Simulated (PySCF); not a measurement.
# C4H7BCl2O: the cost of one run

The runs use PySCF 2.14.0, with density-fitted response routines of our own; the level of theory stands in each step. All values are computed, except where a source is named. Atoms are numbered from 0 throughout.

## 1. The molecule as given

15 atoms, charge 0, multiplicity 1; geometry from: GFN2-xTB.

Bonds of the start (Å): C0–C1 1.49, C1–C2 1.35, C2–O3 1.38, O3–C4 1.41, C2–B5 1.57, B5–Cl6 1.72, B5–Cl7 1.72, C0–H8 1.09, C0–H9 1.09, C0–H10 1.09, C1–H11 1.08, C4–H12 1.09, C4–H13 1.10, C4–H14 1.09.

## 2. TDDFT and polarisability: CAM-B3LYP/def2-SVPD

Job settings and geometry (Å):

```
{"job": {"kind": "uv", "xc": "CAM-B3LYP", "basis": "def2-SVPD", "nstates": 8, "ntriplets": 3}, "charge": 0, "multiplicity": 1}
C     -1.869226    -0.421755    -0.964290
C     -0.514899    -0.520222    -0.346935
C      0.197384     0.493245     0.182745
O      1.446564     0.311290     0.741416
C      2.011967    -0.975563     0.771724
B     -0.222785     1.998874     0.275090
Cl    -1.630092     2.638063    -0.470789
Cl     0.781922     3.083140     1.148730
H     -1.823306     0.107648    -1.915677
H     -2.267657    -1.416317    -1.145984
H     -2.561434     0.122698    -0.326438
H     -0.092204    -1.514498    -0.345289
H      2.982687    -0.850973     1.248430
H      1.404027    -1.669126     1.362007
H      2.152635    -1.378515    -0.236651
```

With the program's defaults for keys left out, this is: TDDFT CAM-B3LYP/def2-SVPD, vertical, gas phase, core orbitals frozen in the response.

Run with:

```sh
> OMP_NUM_THREADS=1 python probes_run.py task.json out
```

The driver reads the jobs from task.json and runs them one after another.

**Question.** How long does this job take on 1 thread of Arm Neoverse V1, shared host, and how much memory does it need?

About 83 s, with a peak of 1.1 GiB.
